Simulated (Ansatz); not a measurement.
Run this with the Python package of Ansatz (0.2.0) and show what comes out.

`ktio2f_mass.py`:
```python
import ansatz as az
import numpy as np

ktio2f = (
    az.Lattice.of((3.875514, 0.0, 0.0), (0.0, 3.875514, 0.0), (0.0, 0.0, 4.184804))
    .atom("K", (0.0, 0.0, 0.0))
    .atom("Ti", (0.5, 0.5, 0.5))
    .atom("O", (0.5, 0.0, 0.5))
    .atom("O", (0.0, 0.5, 0.5))
    .atom("F", (0.5, 0.5, 0.0))
)

model = (
    ktio2f.calculation()
    .functional("pbesol")
    .basis(24 * az.Ha)
    .kpoints(4, 4, 3, center="monkhorst-pack")
    .mixing("broyden", ndim=8, beta=0.4)
    .initial_density(normalization="atom")
    .scf(tolerance=1e-07)
    .occupations("fixed")
)
res = model.band_table().run(threads=1)
summary = res.report
levels = np.array(summary["eigenvalues_ev"])
filled = round(summary["n_electrons"] / 2)
edges = {"top filled band": (filled - 1, levels[:, filled - 1].argmax()), "lowest empty band": (filled, levels[:, filled].argmin())}
gap = levels[:, filled].min() - levels[:, filled - 1].max()
print(f"gap on the mesh {gap:.3f} eV")
if gap <= 0.05:
    print("no gap: band-edge masses have no meaning here")
    edges = {}
reciprocal = 2 * np.pi * np.linalg.inv(res.lattice.cell_ang).T
step = 0.02  # 1/A

pairs = [(0, 1), (0, 2), (1, 2)]
moves = [sign * axis for axis in np.eye(3) for sign in (-1, 1)]
moves += [s1 * np.eye(3)[i] + s2 * np.eye(3)[j] for i, j in pairs for s1 in (1, -1) for s2 in (1, -1)]
for name, (band, index) in edges.items():
    together = int(np.sum(np.abs(levels[index] - levels[index, band]) < 2e-3))
    print(name, "at k =", np.round(summary["kpoints_frac"][index], 4), f"E = {levels[index, band]:.4f} eV, degeneracy {together}")
    centre = np.array(summary["kpoints_frac"][index]) @ reciprocal
    points = [centre] + [centre + step * move for move in moves]
    table = model.band_structure(points, intervals=1, cartesian=True).run(threads=1).band_structure().channels[0].eigenvalues_ev
    if together > 1:
        level = np.flatnonzero(np.abs(levels[index] - levels[index, band]) < 2e-3)
        along = (table[1, level] + table[2, level] - 2 * table[0, level]) / step ** 2
        print("  degenerate level, no single mass tensor; masses of its branches along x:", np.round(7.61996 / along, 3), "m_e")
        continue
    e = table[:, band]
    hessian = np.diag((e[1:7:2] + e[2:7:2] - 2 * e[0]) / step ** 2)
    for (i, j), (pp, pm, mp, mm) in zip(pairs, e[7:].reshape(3, 4)):
        hessian[i, j] = hessian[j, i] = (pp - pm - mp + mm) / (4 * step ** 2)
    curvatures, axes = np.linalg.eigh(hessian)
    slope = (e[2:7:2] - e[1:7:2]) / (2 * step)
    print("  slope (eV A):", np.round(slope, 3) + 0.0, "" if np.abs(slope).max() < 0.05 else "- no extremum here, so these are local curvatures and no band-edge masses")
    for curvature, axis in zip(curvatures, axes.T):
        print(f"  principal mass {7.61996 / curvature:8.3f} m_e along", np.round(axis, 2) + 0.0)
```

Output of `python ktio2f_mass.py`:
```text
gap on the mesh 1.510 eV
top filled band at k = [0.375 0.375 0.   ] E = 7.4343 eV, degeneracy 1
  slope (eV A): [1.062 1.062 0.   ] - no extremum here, so these are local curvatures and no band-edge masses
  principal mass   -0.823 m_e along [-0.71  0.71  0.  ]
  principal mass   -2.401 m_e along [0.71 0.71 0.  ]
  principal mass -104.021 m_e along [0. 0. 1.]
lowest empty band at k = [0.125 0.125 0.   ] E = 8.9442 eV, degeneracy 1
  slope (eV A): [1.427 1.427 0.   ] - no extremum here, so these are local curvatures and no band-edge masses
  principal mass   -0.126 m_e along [-0.71  0.71  0.  ]
  principal mass    8.225 m_e along [0.71 0.71 0.  ]
  principal mass    1.959 m_e along [0. 0. 1.]
```

Notes:
- These settings explore the input space; cutoff and mesh may be short of convergence.
- The run is spin-unpolarised.
- Semilocal gaps usually lie well under measured ones.
- The computed bands are complete only to about 2.5 eV above the Fermi level.
- This mesh misses the zone centre, where many direct gaps lie, so the gap can be several times too large.
- This cell is a computed structure, which may not be the phase found in nature.
- Gaps and levels are Kohn-Sham values on a finite set of k-points.
- The masses are finite-difference curvatures at extrema found on a coarse mesh, which needn't be the true band edges; a step that is long against the gap makes them too heavy. Negative values are curvatures of valence bands (the hole mass is their size). Spin-orbit coupling is left out, and light masses scale with the Kohn-Sham gap.
- Hardware and time: 8.2 s on 1 thread of Arm Neoverse V1, on a shared host, peak memory 0.41 GiB.

(Lines on the test bed's own set-up are left out of the output.)
